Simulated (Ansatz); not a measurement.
# C₂H₅B₂N: basis-set convergence

An exercise on one series of results from a longer session: the logs are not shown, and one member is left open.

Program: Ansatz 0.2.0, Gaussian basis. Level of theory: one geometry, several basis sets. These are calculated values, not measurements.

Plan: PBE0-D4/def2-SVP; ωB97M-V/def2-SVP; PBE0-D4/def2-QZVPP; ωB97M-V/def2-QZVPP; the functionals' def2-TZVPP values are taken from earlier runs.

### The relaxed structure

An earlier PBE0-D4 in a triple-zeta def2 set relaxation fixed the geometry.

SMILES `BB1C=NC1`, 10 atoms, charge 0, spin multiplicity 1.

Atoms are counted from 1 here; the program's logs count them from 0.

Bond lengths: B1–B2 1.652 Å, B1–H6 1.199 Å, B1–H7 1.199 Å, B2–C3 1.518 Å, B2–C5 1.595 Å, C3–N4 1.304 Å, C3–H8 1.086 Å, N4–C5 1.487 Å, C5–H9 1.086 Å, C5–H10 1.090 Å. Angles: B2–B1–H6 122.1°, B2–B1–H7 121.3°, H6–B1–H7 116.6°, B1–B2–C3 133.8°, B1–B2–C5 129.2°, C3–B2–C5 86.0°, B2–C3–N4 86.0°, B2–C3–H8 145.1°, N4–C3–H8 122.7°, C3–N4–C5 98.9°, B2–C5–N4 77.5°, B2–C5–H9 115.8°, B2–C5–H10 122.4°, N4–C5–H9 110.3°, N4–C5–H10 114.6°, H9–C5–H10 111.4°.

As a file:

```xyz
10
charge 0, multiplicity 1
B    -1.3243    0.6059   -1.0450
B    -0.3816   -0.0487    0.1428
C     0.2033   -1.4292    0.3793
N     1.3681   -0.8450    0.3249
C     0.9676    0.5117    0.7829
H    -2.4510    0.9607   -0.8407
H    -0.8947    0.7934   -2.1484
H     0.0722   -2.4931    0.2062
H     0.9902    0.5651    1.8676
H     1.5332    1.3281    0.3333
```

The first run:

Input file in.yaml:

```yaml
crystal:
  periodic: [false, false, false]
  atoms:
    - {symbol: B, position_ang: [-1.324264, 0.605873, -1.045033]}
    - {symbol: B, position_ang: [-0.381564, -0.048653, 0.142849]}
    - {symbol: C, position_ang: [0.203346, -1.429248, 0.379304]}
    - {symbol: N, position_ang: [1.368120, -0.845000, 0.324916]}
    - {symbol: C, position_ang: [0.967578, 0.511711, 0.782893]}
    - {symbol: H, position_ang: [-2.451031, 0.960737, -0.840700]}
    - {symbol: H, position_ang: [-0.894732, 0.793446, -2.148352]}
    - {symbol: H, position_ang: [0.072218, -2.493116, 0.206174]}
    - {symbol: H, position_ang: [0.990213, 0.565096, 1.867603]}
    - {symbol: H, position_ang: [1.533216, 1.328054, 0.333346]}
basis:
  gaussian: {orbitals: def2-SVP}
hamiltonian: {xc: pbe0, dispersion: d4}
output: {orbitals: {seedname: orbitals}}
```

Run with:

```
ansatz run in.yaml --threads 2 --pin off --events-out ev --progress --plain --max-ram 4352MiB
```

Steps of the session up to this table: PBE0-D4 in def2-SVP; ωB97M-V in def2-SVP; PBE0-D4 in def2-QZVPP; ωB97M-V in def2-QZVPP.

One of the session's tables, all rows but one given; the rest of the session is left out.

It belongs to the step «Density functionals: the series». 

| functional | basis | HOMO (eV) | LUMO (eV) |
| --- | --- | --- | --- |
| PBE0-D4 | def2-SVP | -6.89 | -1.83 |
| PBE0-D4 | def2-TZVPP | ? | ? |
| PBE0-D4 | def2-QZVPP | -6.98 | -1.95 |
| ωB97M-V | def2-SVP | -9.15 | 0.24 |
| ωB97M-V | def2-TZVPP | -9.24 | 0.01 |
| ωB97M-V | def2-QZVPP | -9.26 | -0.07 |

**Question.** Estimate the row for PBE0-D4, def2-TZVPP.

**Answer.** HOMO (eV): -6.96; LUMO (eV): -1.93. In the column «HOMO (eV)» it lies between PBE0-D4, def2-QZVPP (-6.98) and PBE0-D4, def2-SVP (-6.89).
